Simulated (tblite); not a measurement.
# C5H13NOSi2: the cost of one run

Computed with tblite 0.8.0 and PySCF 2.14.0, with density-fitted response routines of our own, on a single molecule in the gas phase. Atoms are numbered from 0 throughout.

## (1) Starting geometry

22 atoms, charge 0, multiplicity 1; geometry from: force field or distance geometry start.

Bonds of the start (Å): C0–N1 1.29, N1–Si2 1.75, Si2–Si3 2.33, Si3–C4 1.93, C4–C5 1.55, C4–C6 1.53, C4–C7 1.54, C7–O8 1.22, C0–H9 1.11, C0–H10 1.10, Si2–H11 1.48, Si2–H12 1.49, Si3–H13 1.50, Si3–H14 1.48, C5–H15 1.10, C5–H16 1.09, C5–H17 1.10, C6–H18 1.10, C6–H19 1.10, C6–H20 1.10, C7–H21 1.11.

## (2) Relaxing the molecule with GFN2-xTB

Job settings and geometry (Å):

```
{"job": {"kind": "relax", "xc": "GFN2-xTB", "basis": "xTB"}, "charge": 0, "multiplicity": 1}
C      3.282400    -0.007300    -0.665700
N      2.611000    -1.079300    -0.926500
Si     1.661500    -1.732300     0.389200
Si    -0.614400    -1.464700    -0.053400
C     -1.070600     0.408300    -0.038500
C     -2.472400     0.639200    -0.661800
C     -1.062100     1.000700     1.377500
C     -0.063800     1.171800    -0.915900
O      0.809300     1.904300    -0.475600
H      3.266900     0.536000     0.304200
H      3.892700     0.438700    -1.461100
H      1.985700    -3.169100     0.531200
H      2.011000    -1.030400     1.655900
H     -1.444300    -2.155600     0.981000
H     -0.982700    -2.023000    -1.374500
H     -2.710600     1.710400    -0.685400
H     -3.249700     0.145000    -0.072600
H     -2.528900     0.257000    -1.687500
H     -0.083000     0.900700     1.867900
H     -1.793700     0.502100     2.030400
H     -1.306500     2.074000     1.371100
H     -0.148200     0.992900    -2.007700
```

Launch:

```bash
$ OMP_NUM_THREADS=1 python probes_run.py task.json out
```

The driver reads the jobs from task.json and runs them one after another.

**Question.** How long does this first job take on 1 thread of Intel Xeon at 2.50GHz, shared host, and how much memory does it need?

About 4.3 s, with a peak of 0.18 GiB.
